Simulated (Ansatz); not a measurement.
# GaPHCl (quintet): from Hartree-Fock to the top rungs, cc-pVDZ

One table from this session's results is given with a row withheld; the runs are named, their logs left out.

The runs use Ansatz 0.2.0, Gaussian basis; cc-pVDZ, core rule «outside noble gas», up to 24 orbitals frozen.

Plan: UHF; CCSD(T) on ROHF; CCSD(T) on UHF; BCCD(T) on ROHF; CISD as a restricted active space (open shells left free, so some higher excitations enter); CCSDT(Q) on ROHF; CCSDT(Q) on UHF.

4 further runs of the same task are left out: 1 for a known fault of the program, 3 set aside as unsound or not needed. Runs told in other sessions of the task aren't counted.

## The geometry

The geometry is a PBE0/def2-TZVP stationary point (not a proven minimum) of the parent state, kept for this charge and spin. No spin-orbit coupling is included. The filled d shell of Ga may be among the frozen orbitals whatever the setting's name suggests.

4 atoms, charge 0, spin multiplicity 5.

Atoms are counted from 1 here; the program's logs count them from 0.

Bond lengths: Cl1–Ga2 2.156 Å, Ga2–P3 2.315 Å, Ga2–H4 1.561 Å. Angles: Cl1–Ga2–P3 115.3°, Cl1–Ga2–H4 115.3°, P3–Ga2–H4 129.4°.

The first run:

The input, in.yaml:

```yaml
crystal:
  periodic: [false, false, false]
  atoms:
    - {symbol: Cl, position_ang: [0.000000, -0.627156, 1.777412]}
    - {symbol: Ga, position_ang: [0.000000, 0.566923, -0.017738]}
    - {symbol: P, position_ang: [0.000000, -0.627024, -2.001300]}
    - {symbol: H, position_ang: [0.000000, 2.111491, 0.208287]}
basis:
  gaussian: {orbitals: cc-pVDZ}
magnetization: {spin_polarized: true, initial_magnetization: 4}
hamiltonian: {xc: hf}
output: {orbitals: {seedname: orbitals}}
```

The run is started by

```
$ ansatz run in.yaml --threads 1 --pin off --events-out ev --progress --plain --max-ram 2560MiB --backend cpu
```

Steps of the session up to this table: UHF; CCSD(T) on ROHF; CCSD(T) on UHF; BCCD(T) on ROHF; CISD as a restricted active space (open shells left free, so some higher excitations enter); CCSDT(Q) on ROHF; CCSDT(Q) on UHF.

One table of the session follows, with a row left open; its other results are not shown here.

| method | from UCCSDT(Q) (kcal/mol) |
| --- | --- |
| ROHF | +195.75 |
| UHF | +194.24 |
| RMP2 | +32.55 |
| UMP2 | +32.75 |
| RCCSD | ? |
| UCCSD | +6.30 |
| RCCSD(T) | +1.50 |
| UCCSD(T) | +1.37 |
| BCCD(T) | +1.48 |
| RCCSDT | +0.60 |
| UCCSDT | +0.46 |
| RCCSDT(Q) | +0.20 |
| UCCSDT(Q) | 0 |

Q: Estimate the row for RCCSD from the others.

The run gave: from UCCSDT(Q) (kcal/mol): +6.44. In the column «from UCCSDT(Q) (kcal/mol)» it lies between UCCSD (+6.30) and RMP2 (+32.55).

Not comparable, so not listed: CISD as a restricted active space (open shells left free, so some higher excitations enter) (they don't share determinant, frozen orbitals or solution with the rows shown, or repeat one).

To keep in mind: Restricted and unrestricted rows rest on different reference determinants; a gap between their highest levels can come from leftover correlation error, from unlike frozen cores or from another state.
